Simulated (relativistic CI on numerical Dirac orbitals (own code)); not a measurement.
# Ions with 1 electron, Ni²⁷⁺ to Se³³⁺: levels along an isoelectronic sequence

How do the lowest levels of 1-electron ions move as Z rises from 28 to 34? Each ion is run with the same configurations.

Program: relativistic CI on numerical Dirac orbitals (own code) version 2. Level of theory: Dirac-Coulomb-Breit CI, KLI orbitals optimised for each configuration, model QED (radiative potential, 1s self-energy scaled to tabulated hydrogen-like ionisation energies). These are calculated values, not measurements, unless marked.

### Step 1. The system

| Property | Result |
| --- | --- |
| electrons | 1 |
| ions | Ni²⁷⁺, Cu²⁸⁺, Zn²⁹⁺, Ga³⁰⁺, Ge³¹⁺, As³²⁺, Se³³⁺ |
| configurations | 1s; 2s; 2p; 3s; 3p; 3d |

### Step 2. Ni²⁷⁺ (Z = 28)

Settings, as recorded:

```ini
atom Ni  Z=28  charge=27  electrons=1
nucleus A=58  rms_radius_fm=3.7757
hamiltonian dirac-coulomb  breit=on  qed=on  c_scale=1
orbitals kli  potential=per-configuration
slater_scale 1
correlation none
mixing on
configurations
  1s
  2s
  2p
  3s
  3p
  3d
end
```

Results of the run (chosen fields of its result record, rounded):

```text
{
  "status": "converged",
  "levels [i, E_cm, J2, conf, term, w_term, jj, w_jj, g, tau_s]": [
    [0, 0, 1, "1s", "2S", 1, "1s", 1, 1.974, "-"],
    [1, 65114188, 1, "2p", "2P*", 1, "2p1/2", 1, 0.6588, 2.584e-15],
    [2, 65120130, 1, "2s", "2S", 1, "2s", 1, 1.995, "-"],
    [3, 65345182, 3, "2p", "2P*", 1, "2p3/2", 1, 1.329, 2.622e-15],
    [4, 77248407, 1, "3p", "2P*", 1, "3p1/2", 1, 0.6628, 8.591e-15],
    [5, 77250169, 1, "3s", "2S", 1, "3s", 1, 1.999, 2.373e-13],
    [6, 77316768, 3, "3d", "2D", 1, "3d3/2", 1, 0.7971, 2.461e-14],
    [7, 77316906, 3, "3p", "2P*", 1, "3p3/2", 1, 1.332, 8.612e-15],
    [8, 77339153, 5, "3d", "2D", 1, "3d5/2", 1, 1.198, 2.501e-14]
  ],
  "lines, the strongest and those to the lowest levels [upper, lower, type, S_au, A_per_s, branching]": [
    [1, 0, "E1", 0.001384, 3.871e+14, 1],
    [2, 0, "M1", 0.0002056, 7.657e+08, "-"],
    [3, 0, "E1", 0.002699, 3.814e+14, 1],
    [4, 0, "E1", 0.0002188, 1.022e+14, 0.8778],
    [4, 2, "E1", 0.007865, 1.421e+13, 0.1221],
    [6, 1, "E1", 0.03663, 3.372e+13, 0.8298],
    [6, 3, "E1", 0.007603, 6.608e+12, 0.1626],
    [7, 0, "E1", 0.0004375, 1.024e+14, 0.8822],
    [7, 2, "E1", 0.01487, 1.366e+13, 0.1177],
    [8, 3, "E1", 0.06811, 3.969e+13, 0.9925]
  ],
  "n_levels_all": 9,
  "total_energy [Ha]": -395.99247694,
  "configurations [conf, odd, states, E_av_cm, breit_Ha, qed_Ha, corr_Ha]": [
    ["1s", 0, 2, 4.38552, 0, 0.1839, "-"],
    ["2s", 0, 2, 6.51201e+07, 0, 0.02646, "-"],
    ["2p", 1, 6, 6.52682e+07, 0, 0.001216, "-"],
    ["3s", 0, 2, 7.72502e+07, 0, 0.007821, "-"],
    ["3p", 1, 6, 7.72941e+07, 0, 0.0003305, "-"],
    ["3d", 0, 10, 7.73302e+07, 0, 5.784e-05, "-"]
  ]
}
```

Wall time 0.1 s (1 thread, shared host).

### Step 3. Cu²⁸⁺ (Z = 29)

Settings, as recorded:

```ini
atom Cu  Z=29  charge=28  electrons=1
nucleus A=63  rms_radius_fm=3.8823
hamiltonian dirac-coulomb  breit=on  qed=on  c_scale=1
orbitals kli  potential=per-configuration
slater_scale 1
correlation none
mixing on
configurations
  1s
  2s
  2p
  3s
  3p
  3d
end
```

From the record:

```text
{
  "status": "converged",
  "levels [i, E_cm, J2, conf, term, w_term, jj, w_jj, g, tau_s]": [
    [0, 0, 1, "1s", "2S", 1, "1s", 1, 1.972, "-"],
    [1, 69896405, 1, "2p", "2P*", 1, "2p1/2", 1, 0.6583, 2.244e-15],
    [2, 69903112, 1, "2s", "2S", 1, "2s", 1, 1.995, "-"],
    [3, 70162725, 3, "2p", "2P*", 1, "2p3/2", 1, 1.328, 2.28e-15],
    [4, 82927645, 1, "3p", "2P*", 1, "3p1/2", 1, 0.6625, 7.467e-15],
    [5, 82929635, 1, "3s", "2S", 1, "3s", 1, 1.999, 2.05e-13],
    [6, 83006465, 3, "3d", "2D", 1, "3d3/2", 1, 0.7969, 2.136e-14],
    [7, 83006625, 3, "3p", "2P*", 1, "3p3/2", 1, 1.331, 7.487e-15],
    [8, 83032237, 5, "3d", "2D", 1, "3d5/2", 1, 1.198, 2.172e-14]
  ],
  "n_levels_all": 9,
  "total_energy [Ha]": -425.10631803,
  "configurations [conf, odd, states, E_av_cm, breit_Ha, qed_Ha, corr_Ha]": [
    ["1s", 0, 2, 5.17694, 0, 0.2067, "-"],
    ["2s", 0, 2, 6.99031e+07, 0, 0.02986, "-"],
    ["2p", 1, 6, 7.0074e+07, 0, 0.001429, "-"],
    ["3s", 0, 2, 8.29296e+07, 0, 0.008825, "-"],
    ["3p", 1, 6, 8.29803e+07, 0, 0.0003888, "-"],
    ["3d", 0, 10, 8.30219e+07, 0, 6.782e-05, "-"]
  ]
}
```

Wall time 0.1 s (1 thread, shared host).

### Step 4. Zn²⁹⁺ (Z = 30)

Settings, as recorded:

```ini
atom Zn  Z=30  charge=29  electrons=1
nucleus A=64  rms_radius_fm=3.9283
hamiltonian dirac-coulomb  breit=on  qed=on  c_scale=1
orbitals kli  potential=per-configuration
slater_scale 1
correlation none
mixing on
configurations
  1s
  2s
  2p
  3s
  3p
  3d
end
```

From the record:

```text
{
  "status": "converged",
  "levels [i, E_cm, J2, conf, term, w_term, jj, w_jj, g, tau_s]": [
    [0, 0, 1, "1s", "2S", 1, "1s", 1, 1.97, "-"],
    [1, 74853499, 1, "2p", "2P*", 1, "2p1/2", 1, 0.6578, 1.959e-15],
    [2, 74861036, 1, "2s", "2S", 1, "2s", 1, 1.994, "-"],
    [3, 75159112, 3, "2p", "2P*", 1, "2p3/2", 1, 1.328, 1.992e-15],
    [4, 88815398, 1, "3p", "2P*", 1, "3p1/2", 1, 0.6623, 6.522e-15],
    [5, 88817634, 1, "3s", "2S", 1, "3s", 1, 1.999, 1.779e-13],
    [6, 88905852, 3, "3d", "2D", 1, "3d3/2", 1, 0.7967, 1.862e-14],
    [7, 88906036, 3, "3p", "2P*", 1, "3p3/2", 1, 1.331, 6.54e-15],
    [8, 88935383, 5, "3d", "2D", 1, "3d5/2", 1, 1.198, 1.896e-14]
  ],
  "n_levels_all": 9,
  "total_energy [Ha]": -455.28943372,
  "configurations [conf, odd, states, E_av_cm, breit_Ha, qed_Ha, corr_Ha]": [
    ["1s", 0, 2, 6.07541, 0, 0.2314, "-"],
    ["2s", 0, 2, 7.4861e+07, 0, 0.03356, "-"],
    ["2p", 1, 6, 7.50572e+07, 0, 0.001671, "-"],
    ["3s", 0, 2, 8.88176e+07, 0, 0.009918, "-"],
    ["3p", 1, 6, 8.88758e+07, 0, 0.0004551, "-"],
    ["3d", 0, 10, 8.89236e+07, 0, 7.912e-05, "-"]
  ]
}
```

It took 0.11 s on 1 thread, shared host.

### Step 5. Ga³⁰⁺ (Z = 31)

Settings, as recorded:

```ini
atom Ga  Z=31  charge=30  electrons=1
nucleus A=69  rms_radius_fm=3.9973
hamiltonian dirac-coulomb  breit=on  qed=on  c_scale=1
orbitals kli  potential=per-configuration
slater_scale 1
correlation none
mixing on
configurations
  1s
  2s
  2p
  3s
  3p
  3d
end
```

From the record:

```text
{
  "status": "converged",
  "levels [i, E_cm, J2, conf, term, w_term, jj, w_jj, g, tau_s]": [
    [0, 0, 1, "1s", "2S", 1, "1s", 1, 1.968, "-"],
    [1, 79986296, 1, "2p", "2P*", 1, "2p1/2", 1, 0.6572, 1.717e-15],
    [2, 79994735, 1, "2s", "2S", 1, "2s", 1, 1.994, "-"],
    [3, 80335469, 3, "2p", "2P*", 1, "2p3/2", 1, 1.327, 1.749e-15],
    [4, 94912744, 1, "3p", "2P*", 1, "3p1/2", 1, 0.6621, 5.722e-15],
    [5, 94915248, 1, "3s", "2S", 1, "3s", 1, 1.998, 1.55e-13],
    [6, 95016096, 3, "3d", "2D", 1, "3d3/2", 1, 0.7965, 1.63e-14],
    [7, 95016309, 3, "3p", "2P*", 1, "3p3/2", 1, 1.331, 5.739e-15],
    [8, 95049785, 5, "3d", "2D", 1, "3d5/2", 1, 1.198, 1.662e-14]
  ],
  "n_levels_all": 9,
  "total_energy [Ha]": -486.54689712,
  "configurations [conf, odd, states, E_av_cm, breit_Ha, qed_Ha, corr_Ha]": [
    ["1s", 0, 2, 7.09091, 0, 0.2581, "-"],
    ["2s", 0, 2, 7.99947e+07, 0, 0.03757, "-"],
    ["2p", 1, 6, 8.02191e+07, 0, 0.001944, "-"],
    ["3s", 0, 2, 9.49152e+07, 0, 0.0111, "-"],
    ["3p", 1, 6, 9.49818e+07, 0, 0.0005302, "-"],
    ["3d", 0, 10, 9.50363e+07, 0, 9.187e-05, "-"]
  ]
}
```

It took 0.1 s on 1 thread, shared host.

### Step 6. Ge³¹⁺ (Z = 32)

Settings, as recorded:

```ini
atom Ge  Z=32  charge=31  electrons=1
nucleus A=74  rms_radius_fm=4.0742
hamiltonian dirac-coulomb  breit=on  qed=on  c_scale=1
orbitals kli  potential=per-configuration
slater_scale 1
correlation none
mixing on
configurations
  1s
  2s
  2p
  3s
  3p
  3d
end
```

From the record:

```text
{
  "status": "converged",
  "levels [i, E_cm, J2, conf, term, w_term, jj, w_jj, g, tau_s]": [
    [0, 0, 1, "1s", "2S", 1, "1s", 1, 1.965, "-"],
    [1, 85295571, 1, "2p", "2P*", 1, "2p1/2", 1, 0.6566, 1.512e-15],
    [2, 85304987, 1, "2s", "2S", 1, "2s", 1, 1.993, "-"],
    [3, 85692884, 3, "2p", "2P*", 1, "2p3/2", 1, 1.327, 1.541e-15],
    [4, 1.012207e+08, 1, "3p", "2P*", 1, "3p1/2", 1, 0.6618, 5.041e-15],
    [5, 1.0122349e+08, 1, "3s", "2S", 1, "3s", 1, 1.998, 1.356e-13],
    [6, 1.013383e+08, 3, "3d", "2D", 1, "3d3/2", 1, 0.7963, 1.433e-14],
    [7, 1.0133855e+08, 3, "3p", "2P*", 1, "3p3/2", 1, 1.331, 5.057e-15],
    [8, 1.0137658e+08, 5, "3d", "2D", 1, "3d5/2", 1, 1.197, 1.463e-14]
  ],
  "n_levels_all": 9,
  "total_energy [Ha]": -518.88415779,
  "configurations [conf, odd, states, E_av_cm, breit_Ha, qed_Ha, corr_Ha]": [
    ["1s", 0, 2, 8.23398, 0, 0.2868, "-"],
    ["2s", 0, 2, 8.5305e+07, 0, 0.04192, "-"],
    ["2p", 1, 6, 8.55604e+07, 0, 0.002253, "-"],
    ["3s", 0, 2, 1.01223e+08, 0, 0.01239, "-"],
    ["3p", 1, 6, 1.01299e+08, 0, 0.0006149, "-"],
    ["3d", 0, 10, 1.01361e+08, 0, 0.0001062, "-"]
  ]
}
```

It took 0.1 s on 1 thread, shared host.

### Step 7. As³²⁺ (Z = 33)

Settings, as recorded:

```ini
atom As  Z=33  charge=32  electrons=1
nucleus A=75  rms_radius_fm=4.0968
hamiltonian dirac-coulomb  breit=on  qed=on  c_scale=1
orbitals kli  potential=per-configuration
slater_scale 1
correlation none
mixing on
configurations
  1s
  2s
  2p
  3s
  3p
  3d
end
```

From the record:

```text
{
  "status": "converged",
  "levels [i, E_cm, J2, conf, term, w_term, jj, w_jj, g, tau_s]": [
    [0, 0, 1, "1s", "2S", 1, "1s", 1, 1.963, "-"],
    [1, 90782176, 1, "2p", "2P*", 1, "2p1/2", 1, 0.656, 1.337e-15],
    [2, 90792642, 1, "2s", "2S", 1, "2s", 1, 1.992, "-"],
    [3, 91232536, 3, "2p", "2P*", 1, "2p3/2", 1, 1.326, 1.364e-15],
    [4, 1.0774036e+08, 1, "3p", "2P*", 1, "3p1/2", 1, 0.6615, 4.458e-15],
    [5, 1.0774347e+08, 1, "3s", "2S", 1, "3s", 1, 1.998, 1.191e-13],
    [6, 1.0787368e+08, 3, "3d", "2D", 1, "3d3/2", 1, 0.7961, 1.265e-14],
    [7, 1.0787396e+08, 3, "3p", "2P*", 1, "3p3/2", 1, 1.331, 4.473e-15],
    [8, 1.0791699e+08, 5, "3d", "2D", 1, "3d5/2", 1, 1.197, 1.293e-14]
  ],
  "n_levels_all": 9,
  "total_energy [Ha]": -552.30706714,
  "configurations [conf, odd, states, E_av_cm, breit_Ha, qed_Ha, corr_Ha]": [
    ["1s", 0, 2, 9.51576, 0, 0.3176, "-"],
    ["2s", 0, 2, 9.07926e+07, 0, 0.04661, "-"],
    ["2p", 1, 6, 9.10824e+07, 0, 0.002599, "-"],
    ["3s", 0, 2, 1.07743e+08, 0, 0.01377, "-"],
    ["3p", 1, 6, 1.07829e+08, 0, 0.0007101, "-"],
    ["3d", 0, 10, 1.079e+08, 0, 0.0001223, "-"]
  ]
}
```

Wall time 0.1 s (1 thread, shared host).

### Step 8. Se³³⁺ (Z = 34)

Settings, as recorded:

```ini
atom Se  Z=34  charge=33  electrons=1
nucleus A=80  rms_radius_fm=4.1400
hamiltonian dirac-coulomb  breit=on  qed=on  c_scale=1
orbitals kli  potential=per-configuration
slater_scale 1
correlation none
mixing on
configurations
  1s
  2s
  2p
  3s
  3p
  3d
end
```

From the record:

```text
{
  "status": "converged",
  "levels [i, E_cm, J2, conf, term, w_term, jj, w_jj, g, tau_s]": [
    [0, 0, 1, "1s", "2S", 1, "1s", 1, 1.961, "-"],
    [1, 96447019, 1, "2p", "2P*", 1, "2p1/2", 1, 0.6554, 1.186e-15],
    [2, 96458619, 1, "2s", "2S", 1, "2s", 1, 1.992, "-"],
    [3, 96955674, 3, "2p", "2P*", 1, "2p3/2", 1, 1.326, 1.212e-15],
    [4, 1.1447293e+08, 1, "3p", "2P*", 1, "3p1/2", 1, 0.6613, 3.957e-15],
    [5, 1.1447637e+08, 1, "3s", "2S", 1, "3s", 1, 1.998, 1.05e-13],
    [6, 1.1462351e+08, 3, "3d", "2D", 1, "3d3/2", 1, 0.7959, 1.121e-14],
    [7, 1.1462383e+08, 3, "3p", "2P*", 1, "3p3/2", 1, 1.33, 3.971e-15],
    [8, 1.1467235e+08, 5, "3d", "2D", 1, "3d5/2", 1, 1.197, 1.147e-14]
  ],
  "n_levels_all": 9,
  "total_energy [Ha]": -586.82132296,
  "configurations [conf, odd, states, E_av_cm, breit_Ha, qed_Ha, corr_Ha]": [
    ["1s", 0, 2, 10.9479, 0, 0.3506, "-"],
    ["2s", 0, 2, 9.64586e+07, 0, 0.05167, "-"],
    ["2p", 1, 6, 9.67861e+07, 0, 0.002987, "-"],
    ["3s", 0, 2, 1.14476e+08, 0, 0.01527, "-"],
    ["3p", 1, 6, 1.14574e+08, 0, 0.0008168, "-"],
    ["3d", 0, 10, 1.14653e+08, 0, 0.0001403, "-"]
  ]
}
```

Wall time 0.11 s (1 thread, shared host).

### Step 9. The sequence in one table

```csv
ion,lowest level,LS (%),jj (%),excitation 1 (eV),excitation 2 (eV),excitation 3 (eV)
Ni²⁷⁺,1s 2S1/2,100,100,8073.13,8073.87,8101.77
Cu²⁸⁺,1s 2S1/2,100,100,8666.05,8666.88,8699.07
Zn²⁹⁺,1s 2S1/2,100,100,9280.65,9281.59,9318.54
Ga³⁰⁺,1s 2S1/2,100,100,9917.04,9918.08,9960.33
Ge³¹⁺,1s 2S1/2,100,100,10575.30,10576.47,10624.56
As³²⁺,1s 2S1/2,100,100,11255.56,11256.85,11311.39
Se³³⁺,1s 2S1/2,100,100,11957.91,11959.34,12020.97
```

Levels followed by label (eV):

| Z | 1s 2S1/2 | 2p 2P°1/2 | 2s 2S1/2 | 2p 2P°3/2 | 3p 2P°1/2 | 3s 2S1/2 |
| --- | --- | --- | --- | --- | --- | --- |
| 28 | 0.00 | 8073.13 | 8073.87 | 8101.77 | 9577.58 | 9577.80 |
| 29 | 0.00 | 8666.05 | 8666.88 | 8699.07 | 10281.72 | 10281.96 |
| 30 | 0.00 | 9280.65 | 9281.59 | 9318.54 | 11011.71 | 11011.98 |
| 31 | 0.00 | 9917.04 | 9918.08 | 9960.33 | 11767.68 | 11767.99 |
| 32 | 0.00 | 10575.30 | 10576.47 | 10624.56 | 12549.77 | 12550.11 |
| 33 | 0.00 | 11255.56 | 11256.85 | 11311.39 | 13358.10 | 13358.49 |
| 34 | 0.00 | 11957.91 | 11959.34 | 12020.97 | 14192.83 | 14193.26 |

### Step 10. What came out

| quantity | value |
| --- | --- |
| lowest level, first ion | 1s 2S1/2 |
| lowest level, last ion | 1s 2S1/2 |
| changes of the lowest level | none |
| interval 2P°1/2 to 2P°3/2 | 231000 to 508700 cm⁻¹ |
| mean jj purity of the low levels | 100 % |

**Reading.** The lowest level stays 1s 2S1/2 throughout. The fine-structure interval of 2p 2P° grows as about Z to the power 4.1 over this range. Only the listed configurations are in the model.
